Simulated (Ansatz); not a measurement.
**Sc3Te under changes of volume**

One of the cells (22.363 Å³/atom); the others are scaled copies at fixed shape and fractional positions:

```
Te Sc
1.0
     6.36170    0.00000    0.00000
    -3.18085    5.50939    0.00000
     0.00000    0.00000    5.10436
Te Sc
2 6
Direct
  0.33333 0.66667 0.75000
  0.66667 0.33333 0.25000
  0.16715 0.33429 0.25000
  0.16715 0.83285 0.25000
  0.66571 0.83285 0.25000
  0.83285 0.66571 0.75000
  0.83285 0.16715 0.75000
  0.33429 0.16715 0.75000
```

The cell comes from a database or a generator and needn't be the stable form of this composition.

- Program: Ansatz 0.2.0
- Functional: PBE
- Potentials or basis: Ansatz PAW
- Cutoff: 420 eV (not typed: the program's choice for these potentials)
- k mesh: 5 × 5 × 5
- Occupations: fermi-dirac, width 0.05 eV
- Spin: no spin polarisation

```csv
volume (Å³/atom),energy over the lowest point (meV/atom),pressure (GPa),largest force (eV/Å)
21.021,?,?,?
21.468,8.28,3.0,0.011
21.916,2.16,1.5,0.019
22.363,0.00,0.2,0.027
22.810,1.34,-1.0,0.036
23.257,5.79,-2.1,0.045
23.705,13.02,-3.0,0.054
```

What does the run at 21.021 Å³/atom give?

Energy over the lowest point 18.81 meV/atom; pressure 4.7 GPa; largest force 0.003 eV/Å.

Worked out: A Birch-Murnaghan fit of order 3 (a polynomial in V^(-2/3)) to the other rows has its minimum at 22.41 Å³/atom with B0 = V·E''(V) = 62 GPa and B' = 4.9 at fixed shape and positions, which overstates the stiffness. It gives 18.83 meV/atom at 21.021 Å³/atom, against the run's 18.81, and -dE/dV = 4.6 GPa, against 4.7.

Energies are extrapolated to zero smearing.
